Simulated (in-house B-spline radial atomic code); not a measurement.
**Mg²⁺: excited configurations**

Wanted: excitation energies of Mg²⁺ as differences of total energies (ΔSCF).

Method: non-relativistic TPSSh, spin-polarised, spherical fractional occupations, point nucleus, basis-set limit. Code: in-house B-spline radial atomic code version 1.

**1. What is computed**

* element: magnesium (Z = 12)
* charge: +2
* electrons: 10
* configuration: [He] 2s2 2p6
* Hamiltonian: non-relativistic
* nucleus: point

Outer shells as boxes (Hund's rule):

[He] 2s2 2p6
```
[He] core
2s [↑↓]
2p [↑↓][↑↓][↑↓]
```

Where spins are not typed, each open shell is filled with up spins first.

**2. The base configuration**

Input settings:

```ini
Z = 12
electrons = 10.0
configuration = [He] 2s2 2p6
hamiltonian = nr
method = tpssh
spin_polarised = True
```

**3. [He] 2s1 2p6 3s1**

Input settings:

```ini
Z = 12
electrons = 10.0
configuration = [He] 2s1 2p6 3s1
hamiltonian = nr
method = tpssh
spin_polarised = True
```

**4. Run with 1s2 2s1,0 2p6 3s0,1**

In configurations, two counts after a shell (as in p1,2) give the electrons with spin up and with spin down.

Input settings:

```ini
Z = 12
electrons = 10.0
configuration = 1s2 2s1,0 2p6 3s0,1
hamiltonian = nr
method = tpssh
spin_polarised = True
```

How far above the reference does each configuration lie (order and size, in eV)?

The runs gave:

| net move | configuration | 2|M_S|+1 | energy above the reference (eV) | largest <r> (bohr) |
| --- | --- | --- | --- | --- |
| 2s → 3s | [He] 2s1 2p6 3s1 | 3 | 87.289 | 2.30 |
| 2s → 3s, spins typed | 1s2 2s1,0 2p6 3s0,1 | 1 | 87.594 | 2.32 |

**Reading.** The energies run from 87.289 eV (2s → 3s) to 87.594 eV (2s → 3s, spins typed). The reference has 2|M_S|+1 = 1; 1 of the configurations differ from it in spin. These are spherical averages at the typed spins, not spectroscopic levels.

Members of this set that are not shown: 8 used exact exchange with fractional occupations of an open shell, which is unsound here.
